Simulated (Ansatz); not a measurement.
# AlGaO+ (doublet): the correlation ladder, cc-pVTZ

One table from this session's results is given with a row withheld; the runs are named, their logs left out.

Method: cc-pVTZ, core rule «outside noble gas», up to 20 orbitals frozen; program: Ansatz 0.2.0, Gaussian basis.

The runs, in order: UHF; CCSD(T) on ROHF; CCSD(T) on UHF; BCCD(T) on ROHF; CCSDT(Q) on ROHF; CCSDT(Q) on UHF.

10 further runs of the same task are left out: 5 for a known fault of the program, 5 set aside as unsound or not needed.

### The geometry

The geometry is a PBE0/def2-TZVP stationary point (not a proven minimum) of the parent state, kept for this charge and spin. No spin-orbit coupling is included. The filled d shell of Ga may be among the frozen orbitals whatever the setting's name suggests; the logs give the count.

3 atoms, charge 1, spin multiplicity 2.

Atoms are counted from 1 here; the program's logs count them from 0.

Bond lengths: Al1–O2 1.696 Å, O2–Ga3 1.801 Å. Angles: Al1–O2–Ga3 180.0°.

The first run:

in.yaml

```yaml
crystal:
  periodic: [false, false, false]
  atoms:
    - {symbol: Al, position_ang: [0.000000, 0.000000, 1.730700]}
    - {symbol: O, position_ang: [0.000000, 0.000000, 0.035000]}
    - {symbol: Ga, position_ang: [0.000000, 0.000000, -1.765700]}
basis:
  gaussian: {orbitals: cc-pVTZ}
total_charge: 1
magnetization: {spin_polarized: true, initial_magnetization: 1}
hamiltonian: {xc: hf}
output: {orbitals: {seedname: orbitals}}
```

Started as:

```console
$ ansatz run in.yaml --threads 1 --pin off --events-out ev --progress --plain --max-ram 4096MiB --backend cpu
```

Steps of the session up to this table: UHF; CCSD(T) on ROHF; CCSD(T) on UHF; BCCD(T) on ROHF; CCSDT(Q) on ROHF; CCSDT(Q) on UHF.

One table of the session follows, with a row left open; its other results are not shown here.

It belongs to the step «Misses and costs». 

```
   method  from UCCSDT(Q) (kJ/mol)
     ROHF                   +911.4
      UHF                   +907.2
     RMP2                    +67.1
     UMP2                    +64.2
    RCCSD                    +46.9
    UCCSD                    +46.3
 RCCSD(T)                     +5.3
 UCCSD(T)                     +4.9
  BCCD(T)                     +4.5
   RCCSDT                        ?
   UCCSDT                     +3.5
RCCSDT(Q)                     +1.4
UCCSDT(Q)                        0
```

**Question.** Estimate the row for RCCSDT.

The run gave: from UCCSDT(Q) (kJ/mol): +3.7. In the column «from UCCSDT(Q) (kJ/mol)» it lies between UCCSDT (+3.5) and BCCD(T) (+4.5).

Caveats from the session: Restricted and unrestricted rows rest on different reference determinants; where their highest levels disagree by more than a few hundredths of an eV, they describe different states and don't form one ladder.
